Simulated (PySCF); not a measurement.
# BrF: magnetic properties, part 1 of 2

What do calculations give for the magnetic properties of BrF (`FBr`)?

Computed with PySCF 2.14.0 and routines of our own; the level stands in each step. Atoms count from 0.

## 1. The starting structure

2 atoms, charge 0, multiplicity 1; geometry from: GFN2-xTB.

## 2. Geometry optimisation at PBE0-D3(BJ)/def2-SVP

What the job is given:

```
{"job": {"xc": "PBE0", "basis": "def2-SVP", "d3": "d3bj", "grid": 1, "kind": "geom"}, "charge": 0, "multiplicity": 1}
F      0.901056    -0.003120    -0.002567
Br    -0.898299     0.004388    -0.011581
```

Started as:

```
$ OMP_NUM_THREADS=1 python excited_run.py task.json out
```

This one command runs all jobs of the session in turn.

Standard output:

```text
step   0  E = -2673.13980801  max force = 0.013340
step   1  E = -2673.13994409  max force = 0.008317
step   2  E = -2673.14006840  max force = 0.000740
step   3  E = -2673.14006963  max force = 0.000123
optimisation converged
```

Run time: 1.9 s. Hardware: 1 thread of Arm Neoverse V1, shared host; peak memory 0.27 GiB.

Along the way:

```
step  energy from step 0 (eV)  largest force component (eV/Å)
   0                   0.0000                          0.6860
   1                  -0.0037                          0.4277
   2                  -0.0071                          0.0381
   3                  -0.0071                          0.0063
```

The bond:

```
  bond  before (Å)  after (Å)  change (Å)
F0–Br1       1.799      1.772      -0.027
```

The end geometry stands in the next job.

```
                         at the end point           value
  point group (found at 0.08 Å tolerance)           Cinfv
rotational constants (GHz, main isotopes)  10.509, 10.509
                        dipole moment (D)            1.58
```

## 3. Magnetic properties: GIAO B3LYP/def2-SVP

What the job is given:

```
{"job": {"kind": "mag", "xc": "B3LYP", "basis": "def2-SVP"}, "charge": 0, "multiplicity": 1}
F     -0.860641     0.158010    -0.139071
Br     0.863256    -0.156707     0.124923
```

Level: GIAO B3LYP/def2-SVP magnetisability, rotational g tensor and spin-rotation constants, non-relativistic, gas phase.

Standard output:

```text
coarse grid: 12632 points
cycle   1  E = -2673.5139646448  dE = -9.352e-01  |g| = 5.125e-01  |ddm| = 1.647e+00
cycle   2  E = -2673.3595726869  dE =  1.544e-01  |g| = 1.045e+00  |ddm| = 1.032e+00
cycle   3  E = -2673.5600087656  dE = -2.004e-01  |g| = 5.254e-02  |ddm| = 7.287e-01
cycle   4  E = -2673.5605396643  dE = -5.309e-04  |g| = 2.084e-02  |ddm| = 5.978e-02
cycle   5  E = -2673.5606329133  dE = -9.325e-05  |g| = 2.282e-03  |ddm| = 1.756e-02
cycle   6  E = -2673.5606337091  dE = -7.958e-07  |g| = 4.469e-04  |ddm| = 2.375e-03
final grid: 24680 points
cycle   7  E = -2673.5606349678  dE =  2.223e-08  |g| = 6.098e-04  |ddm| = 6.210e-04
cycle   8  E = -2673.5606348075  dE =  1.602e-07  |g| = 1.118e-03  |ddm| = 1.048e-03
cycle   9  E = -2673.5606350278  dE = -2.203e-07  |g| = 9.545e-05  |ddm| = 7.430e-04
cycle  10  E = -2673.5606350292  dE = -1.444e-09  |g| = 2.900e-06  |ddm| = 7.250e-05
cycle  11  E = -2673.5606350293  dE = -4.547e-12  |g| = 5.116e-07  |ddm| = 4.210e-06
converged SCF energy = -2673.5606350293

Magnetisability tensor (1e-30 J/T^2)
     -649.68       58.09      -48.73
       58.09     -342.11        8.90
      -48.73        8.90     -338.97
isotropic -443.59   principal values    -667.75   -331.51   -331.51
isotropic susceptibility -26.713 1e-6 cm^3/mol

Inertial axes            a          b          c
rot. const./GHz           -    10.5093    10.5093
chi total           -40.213    -19.964    -19.964
chi diamagnetic     -40.213   -134.923   -134.923
chi paramagnetic      0.000    114.959    114.959
quadrupole/D A        0.839     -0.420     -0.420
g nuclear                 -     0.4713     0.4713
g electronic              -    -0.5676    -0.5676
g total                   -    -0.0963    -0.0963

Spin-rotation constants (kHz, H = +C I.J)
atom  isotope        aa         bb         cc
  0    19F            -    -26.534    -26.534
  1   79Br            -     97.075     97.075
```

Wall time 1.2 s (1 thread of Arm Neoverse V1, shared host); peak memory 0.39 GiB.

From this job:

```
              quantity                value
       magnetisability      -444·10⁻³⁰ J/T²
  molar susceptibility   -26.7·10⁻⁶ cm³/mol
rotational g (a, b, c)  –, -0.0963, -0.0963
```

## 4. Magnetic properties: GIAO B3LYP/pcseg-1

What the job is given:

```
{"job": {"kind": "mag", "xc": "B3LYP", "basis": "pcseg-1"}, "charge": 0, "multiplicity": 1}
F     -0.860641     0.158010    -0.139071
Br     0.863256    -0.156707     0.124923
```

Method: GIAO B3LYP/pcseg-1 magnetisability, rotational g tensor and spin-rotation constants, non-relativistic, gas phase.

Standard output:

```text
coarse grid: 12632 points
cycle   1  E = -2673.6126967015  dE = -9.887e-01  |g| = 3.997e-01  |ddm| = 1.714e+00
cycle   2  E = -2673.5135857391  dE =  9.911e-02  |g| = 8.355e-01  |ddm| = 8.478e-01
cycle   3  E = -2673.6433522700  dE = -1.298e-01  |g| = 4.543e-02  |ddm| = 5.743e-01
cycle   4  E = -2673.6437467318  dE = -3.945e-04  |g| = 1.240e-02  |ddm| = 5.374e-02
cycle   5  E = -2673.6437839992  dE = -3.727e-05  |g| = 1.264e-03  |ddm| = 1.476e-02
cycle   6  E = -2673.6437844506  dE = -4.515e-07  |g| = 2.361e-04  |ddm| = 1.822e-03
final grid: 24680 points
cycle   7  E = -2673.6437831576  dE =  3.442e-08  |g| = 5.338e-04  |ddm| = 6.407e-04
cycle   8  E = -2673.6437829747  dE =  1.829e-07  |g| = 1.131e-03  |ddm| = 1.145e-03
cycle   9  E = -2673.6437832145  dE = -2.397e-07  |g| = 2.425e-05  |ddm| = 7.375e-04
cycle  10  E = -2673.6437832146  dE = -1.774e-10  |g| = 1.893e-06  |ddm| = 3.224e-05
converged SCF energy = -2673.6437832146

Magnetisability tensor (1e-30 J/T^2)
     -660.56       60.83      -51.03
       60.83     -338.45        9.32
      -51.03        9.32     -335.16
isotropic -444.73   principal values    -679.48   -327.35   -327.35
isotropic susceptibility -26.782 1e-6 cm^3/mol

Inertial axes            a          b          c
rot. const./GHz           -    10.5093    10.5093
chi total           -40.919    -19.713    -19.713
chi diamagnetic     -40.919   -135.533   -135.533
chi paramagnetic      0.000    115.819    115.819
quadrupole/D A        0.949     -0.474     -0.474
g nuclear                 -     0.4713     0.4713
g electronic              -    -0.5718    -0.5718
g total                   -    -0.1006    -0.1006

Spin-rotation constants (kHz, H = +C I.J)
atom  isotope        aa         bb         cc
  0    19F            -    -28.552    -28.552
  1   79Br            -    107.196    107.196
```

It took 1.1 s on 1 thread of Arm Neoverse V1, shared host; peak memory 0.39 GiB.

In short:

```
              quantity                value
       magnetisability      -445·10⁻³⁰ J/T²
  molar susceptibility   -26.8·10⁻⁶ cm³/mol
rotational g (a, b, c)  –, -0.1006, -0.1006
```

## 5. Magnetic properties: GIAO B3LYP/6-31G*

What the job is given:

```
{"job": {"kind": "mag", "xc": "B3LYP", "basis": "6-31G*"}, "charge": 0, "multiplicity": 1}
F     -0.860641     0.158010    -0.139071
Br     0.863256    -0.156707     0.124923
```

Method: GIAO B3LYP/6-31G* magnetisability, rotational g tensor and spin-rotation constants, non-relativistic, gas phase.

Standard output:

```text
coarse grid: 12632 points
cycle   1  E = -2673.5919081472  dE = -9.059e-01  |g| = 5.187e-01  |ddm| = 1.709e+00
cycle   2  E = -2673.4360165306  dE =  1.559e-01  |g| = 1.051e+00  |ddm| = 1.090e+00
cycle   3  E = -2673.6386157763  dE = -2.026e-01  |g| = 4.770e-02  |ddm| = 7.818e-01
cycle   4  E = -2673.6390703681  dE = -4.546e-04  |g| = 1.968e-02  |ddm| = 5.827e-02
cycle   5  E = -2673.6391551832  dE = -8.482e-05  |g| = 2.257e-03  |ddm| = 1.638e-02
cycle   6  E = -2673.6391563003  dE = -1.117e-06  |g| = 4.207e-04  |ddm| = 3.251e-03
final grid: 24680 points
cycle   7  E = -2673.6391514683  dE = -7.524e-09  |g| = 3.887e-04  |ddm| = 5.476e-04
cycle   8  E = -2673.6391514516  dE =  1.666e-08  |g| = 4.761e-04  |ddm| = 4.552e-04
cycle   9  E = -2673.6391514816  dE = -2.997e-08  |g| = 1.432e-04  |ddm| = 3.432e-04
cycle  10  E = -2673.6391514852  dE = -3.624e-09  |g| = 2.399e-06  |ddm| = 1.088e-04
cycle  11  E = -2673.6391514852  dE = -9.095e-13  |g| = 7.610e-07  |ddm| = 4.144e-06
converged SCF energy = -2673.6391514852

Magnetisability tensor (1e-30 J/T^2)
     -652.42       59.80      -50.16
       59.80     -335.78        9.16
      -50.16        9.16     -332.55
isotropic -440.25   principal values    -671.02   -324.87   -324.86
isotropic susceptibility -26.512 1e-6 cm^3/mol

Inertial axes            a          b          c
rot. const./GHz           -    10.5093    10.5093
chi total           -40.410    -19.564    -19.564
chi diamagnetic     -40.410   -134.586   -134.586
chi paramagnetic      0.000    115.023    115.023
quadrupole/D A        1.444     -0.722     -0.722
g nuclear                 -     0.4713     0.4713
g electronic              -    -0.5679    -0.5679
g total                   -    -0.0966    -0.0966

Spin-rotation constants (kHz, H = +C I.J)
atom  isotope        aa         bb         cc
  0    19F            -    -26.841    -26.841
  1   79Br            -     91.096     91.096
```

It took 1.2 s on 1 thread of Arm Neoverse V1, shared host; peak memory 0.4 GiB.

In short:

```
              quantity                value
       magnetisability      -440·10⁻³⁰ J/T²
  molar susceptibility   -26.5·10⁻⁶ cm³/mol
rotational g (a, b, c)  –, -0.0966, -0.0966
```

## 6. Magnetic properties: GIAO B3LYP/aug-cc-pVDZ

What the job is given:

```
{"job": {"kind": "mag", "xc": "B3LYP", "basis": "aug-cc-pVDZ"}, "charge": 0, "multiplicity": 1}
F     -0.860641     0.158010    -0.139071
Br     0.863256    -0.156707     0.124923
```

Level: GIAO B3LYP/aug-cc-pVDZ magnetisability, rotational g tensor and spin-rotation constants, non-relativistic, gas phase.

Standard output:

```text
coarse grid: 12632 points
cycle   1  E = -2673.9185775423  dE = -8.994e-01  |g| = 4.082e-01  |ddm| = 2.096e+00
cycle   2  E = -2673.7978890512  dE =  1.207e-01  |g| = 9.040e-01  |ddm| = 1.455e+00
cycle   3  E = -2673.9502225855  dE = -1.523e-01  |g| = 5.417e-02  |ddm| = 9.647e-01
cycle   4  E = -2673.9507625746  dE = -5.400e-04  |g| = 1.493e-02  |ddm| = 9.997e-02
cycle   5  E = -2673.9508151409  dE = -5.257e-05  |g| = 1.646e-03  |ddm| = 2.830e-02
cycle   6  E = -2673.9508158748  dE = -7.339e-07  |g| = 3.494e-04  |ddm| = 3.078e-03
final grid: 24680 points
cycle   7  E = -2673.9508276530  dE =  7.982e-08  |g| = 7.991e-04  |ddm| = 1.394e-03
cycle   8  E = -2673.9508271847  dE =  4.683e-07  |g| = 1.777e-03  |ddm| = 2.726e-03
cycle   9  E = -2673.9508277831  dE = -5.984e-07  |g| = 4.514e-05  |ddm| = 1.800e-03
cycle  10  E = -2673.9508277837  dE = -6.653e-10  |g| = 2.569e-06  |ddm| = 7.697e-05
converged SCF energy = -2673.9508277837

Magnetisability tensor (1e-30 J/T^2)
     -666.08       66.86      -56.08
       66.86     -312.08       10.24
      -56.08       10.24     -308.46
isotropic -428.88   principal values    -686.88   -299.88   -299.87
isotropic susceptibility -25.828 1e-6 cm^3/mol

Inertial axes            a          b          c
rot. const./GHz           -    10.5093    10.5093
chi total           -41.365    -18.059    -18.059
chi diamagnetic     -41.365   -135.966   -135.966
chi paramagnetic      0.000    117.907    117.907
quadrupole/D A        0.963     -0.482     -0.482
g nuclear                 -     0.4713     0.4713
g electronic              -    -0.5821    -0.5821
g total                   -    -0.1109    -0.1109

Spin-rotation constants (kHz, H = +C I.J)
atom  isotope        aa         bb         cc
  0    19F            -    -28.039    -28.039
  1   79Br            -    101.416    101.416
```

It took 1.5 s on 1 thread of Arm Neoverse V1, shared host; peak memory 0.46 GiB.

In short:

```
              quantity                value
       magnetisability      -429·10⁻³⁰ J/T²
  molar susceptibility   -25.8·10⁻⁶ cm³/mol
rotational g (a, b, c)  –, -0.1109, -0.1109
```

## 7. Magnetic properties: GIAO B3LYP/pcSseg-3

What the job is given:

```
{"job": {"kind": "mag", "xc": "B3LYP", "basis": "pcSseg-3"}, "charge": 0, "multiplicity": 1}
F     -0.860641     0.158010    -0.139071
Br     0.863256    -0.156707     0.124923
```

With the program's defaults for keys left out, this is: GIAO B3LYP/pcSseg-3 magnetisability, rotational g tensor and spin-rotation constants, non-relativistic, gas phase.

Standard output:

```text
coarse grid: 12632 points
cycle   1  E = -2674.0122979586  dE = -1.146e+00  |g| = 1.156e+00  |ddm| = 1.666e+00
cycle   2  E = -2673.8056656381  dE =  2.066e-01  |g| = 1.486e+00  |ddm| = 6.917e-01
cycle   3  E = -2674.0323298814  dE = -2.267e-01  |g| = 5.285e-01  |ddm| = 6.220e-01
cycle   4  E = -2674.0768741890  dE = -4.454e-02  |g| = 9.531e-02  |ddm| = 1.946e-01
cycle   5  E = -2674.0775856269  dE = -7.114e-04  |g| = 1.136e-02  |ddm| = 3.207e-02
cycle   6  E = -2674.0775975835  dE = -1.196e-05  |g| = 2.628e-03  |ddm| = 7.804e-03
cycle   7  E = -2674.0775988130  dE = -1.230e-06  |g| = 5.401e-04  |ddm| = 1.519e-03
final grid: 24680 points
cycle   8  E = -2674.0775624761  dE = -1.652e-07  |g| = 7.295e-04  |ddm| = 9.975e-04
cycle   9  E = -2674.0775622871  dE =  1.890e-07  |g| = 1.319e-03  |ddm| = 6.212e-04
cycle  10  E = -2674.0775625418  dE = -2.547e-07  |g| = 2.038e-04  |ddm| = 4.532e-04
cycle  11  E = -2674.0775625475  dE = -5.758e-09  |g| = 3.656e-06  |ddm| = 8.147e-05
cycle  12  E = -2674.0775625475  dE =  2.728e-12  |g| = 1.484e-06  |ddm| = 3.182e-06
converged SCF energy = -2674.0775625475

Magnetisability tensor (1e-30 J/T^2)
     -663.54       67.35      -56.49
       67.35     -306.93       10.31
      -56.49       10.31     -303.29
isotropic -424.59   principal values    -684.49   -294.64   -294.64
isotropic susceptibility -25.569 1e-6 cm^3/mol

Inertial axes            a          b          c
rot. const./GHz           -    10.5093    10.5093
chi total           -41.221    -17.744    -17.744
chi diamagnetic     -41.221   -135.899   -135.899
chi paramagnetic      0.000    118.156    118.156
quadrupole/D A        0.875     -0.438     -0.438
g nuclear                 -     0.4713     0.4713
g electronic              -    -0.5834    -0.5834
g total                   -    -0.1121    -0.1121

Spin-rotation constants (kHz, H = +C I.J)
atom  isotope        aa         bb         cc
  0    19F            -    -30.585    -30.585
  1   79Br            -    110.083    110.083
```

Run time: 6 s. Hardware: 1 thread of Arm Neoverse V1, shared host; peak memory 0.63 GiB.

Key values:

```
              quantity                value
       magnetisability      -425·10⁻³⁰ J/T²
  molar susceptibility   -25.6·10⁻⁶ cm³/mol
rotational g (a, b, c)  –, -0.1121, -0.1121
```

## 8. Magnetic properties: GIAO B3LYP/6-311G**

What the job is given:

```
{"job": {"kind": "mag", "xc": "B3LYP", "basis": "6-311G**"}, "charge": 0, "multiplicity": 1}
F     -0.860641     0.158010    -0.139071
Br     0.863256    -0.156707     0.124923
```

Level: GIAO B3LYP/6-311G** magnetisability, rotational g tensor and spin-rotation constants, non-relativistic, gas phase.

Standard output:

```text
coarse grid: 12632 points
cycle   1  E = -2673.8671372969  dE = -3.391e+00  |g| = 2.002e+00  |ddm| = 1.481e+00
cycle   2  E = -2673.6720956775  dE =  1.950e-01  |g| = 1.494e+00  |ddm| = 1.063e+00
cycle   3  E = -2673.7955714238  dE = -1.235e-01  |g| = 9.906e-01  |ddm| = 1.182e+00
cycle   4  E = -2673.9441002169  dE = -1.485e-01  |g| = 1.618e-01  |ddm| = 5.370e-01
cycle   5  E = -2673.9463009431  dE = -2.201e-03  |g| = 3.513e-02  |ddm| = 7.923e-02
cycle   6  E = -2673.9464471613  dE = -1.462e-04  |g| = 5.521e-03  |ddm| = 1.997e-02
cycle   7  E = -2673.9464525659  dE = -5.405e-06  |g| = 6.938e-04  |ddm| = 3.525e-03
final grid: 24680 points
cycle   8  E = -2673.9464662287  dE =  2.809e-08  |g| = 8.863e-04  |ddm| = 1.094e-03
cycle   9  E = -2673.9464659677  dE =  2.610e-07  |g| = 1.535e-03  |ddm| = 1.286e-03
cycle  10  E = -2673.9464663503  dE = -3.827e-07  |g| = 2.494e-04  |ddm| = 8.393e-04
cycle  11  E = -2673.9464663580  dE = -7.708e-09  |g| = 1.839e-05  |ddm| = 1.439e-04
cycle  12  E = -2673.9464663581  dE = -5.184e-11  |g| = 1.353e-06  |ddm| = 1.594e-05
converged SCF energy = -2673.9464663581

Magnetisability tensor (1e-30 J/T^2)
     -659.20       62.26      -52.23
       62.26     -329.54        9.54
      -52.23        9.54     -326.18
isotropic -438.31   principal values    -678.56   -318.18   -318.18
isotropic susceptibility -26.395 1e-6 cm^3/mol

Inertial axes            a          b          c
rot. const./GHz           -    10.5093    10.5093
chi total           -40.864    -19.161    -19.161
chi diamagnetic     -40.864   -135.420   -135.420
chi paramagnetic      0.000    116.259    116.259
quadrupole/D A        1.014     -0.507     -0.507
g nuclear                 -     0.4713     0.4713
g electronic              -    -0.5740    -0.5740
g total                   -    -0.1027    -0.1027

Spin-rotation constants (kHz, H = +C I.J)
atom  isotope        aa         bb         cc
  0    19F            -    -31.672    -31.672
  1   79Br            -    105.265    105.265
```

It took 1.5 s on 1 thread of Arm Neoverse V1, shared host; peak memory 0.42 GiB.

Key values:

```
              quantity                value
       magnetisability      -438·10⁻³⁰ J/T²
  molar susceptibility   -26.4·10⁻⁶ cm³/mol
rotational g (a, b, c)  –, -0.1027, -0.1027
```

## 9. Magnetic properties: GIAO B3LYP/def2-QZVP

What the job is given:

```
{"job": {"kind": "mag", "xc": "B3LYP", "basis": "def2-QZVP"}, "charge": 0, "multiplicity": 1}
F     -0.860641     0.158010    -0.139071
Br     0.863256    -0.156707     0.124923
```

Level: GIAO B3LYP/def2-QZVP magnetisability, rotational g tensor and spin-rotation constants, non-relativistic, gas phase.

Standard output:

```text
coarse grid: 12632 points
cycle   1  E = -2674.0006252743  dE = -3.406e+00  |g| = 1.390e+00  |ddm| = 1.517e+00
cycle   2  E = -2673.7933021400  dE =  2.073e-01  |g| = 1.465e+00  |ddm| = 7.961e-01
cycle   3  E = -2673.9893305129  dE = -1.960e-01  |g| = 7.066e-01  |ddm| = 7.912e-01
cycle   4  E = -2674.0675799209  dE = -7.825e-02  |g| = 1.495e-01  |ddm| = 3.099e-01
cycle   5  E = -2674.0695997892  dE = -2.020e-03  |g| = 1.830e-02  |ddm| = 5.665e-02
cycle   6  E = -2674.0696371569  dE = -3.737e-05  |g| = 3.692e-03  |ddm| = 1.177e-02
cycle   7  E = -2674.0696397663  dE = -2.609e-06  |g| = 4.945e-04  |ddm| = 2.162e-03
final grid: 24680 points
cycle   8  E = -2674.0695953495  dE = -2.759e-07  |g| = 5.490e-04  |ddm| = 7.296e-04
cycle   9  E = -2674.0695952987  dE =  5.084e-08  |g| = 8.181e-04  |ddm| = 5.305e-04
cycle  10  E = -2674.0695953892  dE = -9.054e-08  |g| = 1.875e-04  |ddm| = 3.434e-04
cycle  11  E = -2674.0695953959  dE = -6.637e-09  |g| = 1.183e-05  |ddm| = 9.727e-05
cycle  12  E = -2674.0695953959  dE = -2.092e-11  |g| = 5.799e-06  |ddm| = 6.543e-06
converged SCF energy = -2674.0695953959

Magnetisability tensor (1e-30 J/T^2)
     -662.52       66.68      -55.94
       66.68     -309.43       10.21
      -55.94       10.21     -305.83
isotropic -425.93   principal values    -683.26   -297.26   -297.26
isotropic susceptibility -25.650 1e-6 cm^3/mol

Inertial axes            a          b          c
rot. const./GHz           -    10.5093    10.5093
chi total           -41.147    -17.901    -17.901
chi diamagnetic     -41.147   -135.778   -135.778
chi paramagnetic      0.000    117.876    117.876
quadrupole/D A        0.929     -0.465     -0.465
g nuclear                 -     0.4713     0.4713
g electronic              -    -0.5820    -0.5820
g total                   -    -0.1107    -0.1107

Spin-rotation constants (kHz, H = +C I.J)
atom  isotope        aa         bb         cc
  0    19F            -    -30.326    -30.326
  1   79Br            -    107.382    107.382
```

Run time: 4.5 s. Hardware: 1 thread of Arm Neoverse V1, shared host; peak memory 0.53 GiB.

In short:

```
              quantity                value
       magnetisability      -426·10⁻³⁰ J/T²
  molar susceptibility   -25.6·10⁻⁶ cm³/mol
rotational g (a, b, c)  –, -0.1107, -0.1107
```

## 10. Magnetic properties: GIAO B3LYP/pcSseg-2

What the job is given:

```
{"job": {"kind": "mag", "xc": "B3LYP", "basis": "pcSseg-2"}, "charge": 0, "multiplicity": 1}
F     -0.860641     0.158010    -0.139071
Br     0.863256    -0.156707     0.124923
```

With the program's defaults for keys left out, this is: GIAO B3LYP/pcSseg-2 magnetisability, rotational g tensor and spin-rotation constants, non-relativistic, gas phase.

Standard output:

```text
coarse grid: 12632 points
cycle   1  E = -2673.9916308100  dE = -1.108e+00  |g| = 1.153e+00  |ddm| = 1.344e+00
cycle   2  E = -2673.7899269791  dE =  2.017e-01  |g| = 1.465e+00  |ddm| = 8.245e-01
cycle   3  E = -2674.0145933745  dE = -2.247e-01  |g| = 5.132e-01  |ddm| = 7.579e-01
cycle   4  E = -2674.0580653849  dE = -4.347e-02  |g| = 8.948e-02  |ddm| = 2.349e-01
cycle   5  E = -2674.0587317971  dE = -6.664e-04  |g| = 1.078e-02  |ddm| = 3.645e-02
cycle   6  E = -2674.0587428779  dE = -1.108e-05  |g| = 1.869e-03  |ddm| = 8.845e-03
cycle   7  E = -2674.0587435137  dE = -6.358e-07  |g| = 2.515e-04  |ddm| = 1.582e-03
final grid: 24680 points
cycle   8  E = -2674.0587379602  dE = -3.449e-08  |g| = 3.811e-04  |ddm| = 4.121e-04
cycle   9  E = -2674.0587379005  dE =  5.974e-08  |g| = 7.352e-04  |ddm| = 4.669e-04
cycle  10  E = -2674.0587379819  dE = -8.139e-08  |g| = 6.985e-05  |ddm| = 3.109e-04
cycle  11  E = -2674.0587379829  dE = -1.053e-09  |g| = 8.666e-06  |ddm| = 4.707e-05
cycle  12  E = -2674.0587379830  dE = -1.864e-11  |g| = 1.705e-06  |ddm| = 3.425e-06
converged SCF energy = -2674.0587379830

Magnetisability tensor (1e-30 J/T^2)
     -664.00       66.16      -55.50
       66.16     -313.66       10.13
      -55.50       10.13     -310.08
isotropic -429.25   principal values    -684.58   -301.59   -301.58
isotropic susceptibility -25.850 1e-6 cm^3/mol

Inertial axes            a          b          c
rot. const./GHz           -    10.5093    10.5093
chi total           -41.226    -18.162    -18.162
chi diamagnetic     -41.226   -135.799   -135.799
chi paramagnetic      0.000    117.637    117.637
quadrupole/D A        0.995     -0.498     -0.498
g nuclear                 -     0.4713     0.4713
g electronic              -    -0.5808    -0.5808
g total                   -    -0.1095    -0.1095

Spin-rotation constants (kHz, H = +C I.J)
atom  isotope        aa         bb         cc
  0    19F            -    -31.214    -31.214
  1   79Br            -    109.253    109.253
```

It took 2.7 s on 1 thread of Arm Neoverse V1, shared host; peak memory 0.52 GiB.

In short:

```
              quantity                value
       magnetisability      -429·10⁻³⁰ J/T²
  molar susceptibility   -25.9·10⁻⁶ cm³/mol
rotational g (a, b, c)  –, -0.1095, -0.1095
```

(Continued in part 2 of 2.)
